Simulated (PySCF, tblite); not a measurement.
**C7H15NSi: geometry, infrared bands and NMR shifts**

Aim: predict the infrared bands and NMR shifts of C7H15NSi (`C=CC(=C)C[SiH2]N(C)C`).

Computed with tblite 0.8.0 and PySCF 2.14.0, with density-fitted response routines of our own, on a single molecule in the gas phase. Atoms count from 0, in the outputs and in this text.

## 1. The molecule as given

24 atoms, charge 0, multiplicity 1; geometry from: force field or distance geometry start.

Bonds of the start (Å): C0–C1 1.35, C1–C2 1.44, C2–C3 1.36, C2–C4 1.53, C4–Si5 1.87, Si5–N6 1.73, N6–C7 1.47, N6–C8 1.47, C0–H9 1.09, C0–H10 1.08, C1–H11 1.08, C3–H12 1.08, C3–H13 1.09, C4–H14 1.10, C4–H15 1.09, Si5–H16 1.49, Si5–H17 1.49, C7–H18 1.10, C7–H19 1.10, C7–H20 1.09, C8–H21 1.10, C8–H22 1.09, C8–H23 1.09.

## 2. Geometry optimisation with GFN2-xTB

What the job is given:

```
{"job": {"kind": "relax", "xc": "GFN2-xTB", "basis": "xTB"}, "charge": 0, "multiplicity": 1}
C      3.104900    -0.769900     0.343700
C      2.977000     0.077000    -0.701900
C      1.776700     0.391300    -1.427000
C      1.854300     1.201600    -2.517900
C      0.426400    -0.200600    -1.023100
Si    -0.465100     0.645100     0.391100
N     -2.011700    -0.070900     0.685100
C     -2.111200    -1.488900     1.057800
C     -3.027800     0.670700     1.438800
H      2.259500    -1.322800     0.764800
H      4.061800    -0.927400     0.808600
H      3.890500     0.562500    -1.028000
H      0.974500     1.447300    -3.091000
H      2.801000     1.621500    -2.842600
H     -0.257000    -0.156400    -1.889600
H      0.543800    -1.266300    -0.802000
H     -0.704300     2.081700     0.099300
H      0.293400     0.519000     1.665000
H     -3.148700    -1.850800     0.958700
H     -1.783700    -1.668600     2.090800
H     -1.516500    -2.117100     0.394200
H     -3.125700     1.705300     1.069600
H     -4.018200     0.229200     1.329700
H     -2.805500     0.707300     2.507500
```

Started as:

```bash
$ OMP_NUM_THREADS=1 python probes_run.py task.json out
```

The driver reads the jobs from task.json and runs them one after another.

**Question.** This job is followed by: GFN2-xTB harmonic vibrations, gas phase; GIAO PBE0/pcSseg-1 NMR shielding, non-relativistic, gas phase. Predict these results of the whole session: strongest single infrared mode (GFN2-xTB); zero-point energy (GFN2-xTB); 13C shifts against TMS (PBE0/pcSseg-1, means over atoms taken as alike); 1H shifts against TMS (PBE0/pcSseg-1, means over atoms taken as alike); 29Si shifts against TMS (PBE0/pcSseg-1); 15N shifts against NH3 (PBE0/pcSseg-1).

The runs gave:

| quantity | value |
| --- | --- |
| strongest single infrared mode (GFN2-xTB) | 2147 cm⁻¹, 339 km/mol |
| zero-point energy (GFN2-xTB) | 124.8 kcal/mol |
| 13C shifts against TMS (PBE0/pcSseg-1, means over atoms taken as alike) | 149.1, 146.9, 124.7, 121.3, 41.0, 19.7 ppm |
| 1H shifts against TMS (PBE0/pcSseg-1, means over atoms taken as alike) | 6.60, 5.45, 5.41, 5.32, 5.32, 4.64, 2.57, 2.22 ppm |
| 29Si shifts against TMS (PBE0/pcSseg-1) | -22.6 ppm |
| 15N shifts against NH3 (PBE0/pcSseg-1) | 16.6 ppm |

What this shows: Relaxing lowered the energy by 0.264 eV in 127 steps; the close pair that moved most is C2–C4, from 1.529 to 1.491 Å. No mode is imaginary among the 66: a minimum at this level. The strongest single mode, at 2147 cm⁻¹, moves mainly H17. GFN2-xTB is a fitted tight-binding method: band positions and strengths are rough. Its intensities can rank the bands wrongly. H11 (hydrogen on an alkene CH) lies farthest downfield among hydrogen, at 6.60 ppm; olefinic region. At PBE0/pcSseg-1: The largest span, 239 ppm, is at C2, where the paramagnetic term is -221 ppm.
